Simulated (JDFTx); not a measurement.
CrN:

```xyz
2
Lattice="0.0000 2.1999 2.1999 2.1999 0.0000 2.1999 2.1999 2.1999 0.0000" Properties=species:S:1:pos:R:3 pbc="T T T"
Cr    3.2998    3.2998    3.2998
N     0.0000    0.0000    0.0000
```

The cell comes from a database or a generator and needn't be the stable form of this composition.

```yaml
Program: JDFTx 1.7.0 (patched build)
Task: single point
Functional: PBEsol
Potentials_or_basis: PseudoDojo-SR-PBEsol-0.4.1-standard with smoothed tails
Cutoff: 1279 eV
Density_cutoff: 10231 eV
k_mesh: 10 × 10 × 10
Occupations: fermi-dirac, width 0.05 eV
Spin: collinear spin, ferromagnetic start
Starting_moments: "[3.0, 0.0] μB"
```

On this cell: pressure -8.3 GPa; largest force zero by symmetry; net moment 1.95 μB per cell; site moments Cr +2.08; N -0.14 μB; band gap on the k mesh none (metal or under the smearing width).

The same run follows on a disturbed copy (atoms moved at random, drawn with an rms of 0.05 Å):

```xyz
2
Lattice="0.0000 2.1999 2.1999 2.1999 0.0000 2.1999 2.1999 2.1999 0.0000" Properties=species:S:1:pos:R:3 pbc="T T T"
Cr    3.3132    3.2936    3.3557
N    -0.0045    0.0304   -0.0088
```

Question: What does the disturbed cell give?

Answer: The energy (extrapolated to zero smearing) moves by +16.8 meV/atom; pressure -8.0 GPa; largest force 0.875 eV/Å; net moment 1.91 μB per cell; site moments Cr +2.04; N -0.14 μB; band gap on the k mesh none (metal or under the smearing width).

Forces in eV/Å, atoms in the order of the input:
```
Cr  -0.142  0.414 -0.758
N    0.142 -0.414  0.758
```

Stress tensor (GPa, compression positive):
```
-7.72  4.50 -2.38
 4.50 -7.89  0.79
-2.38  0.79 -8.24
```

Caveats: a cell with one magnetic atom can't hold antiferromagnetic order, which such compounds often take.
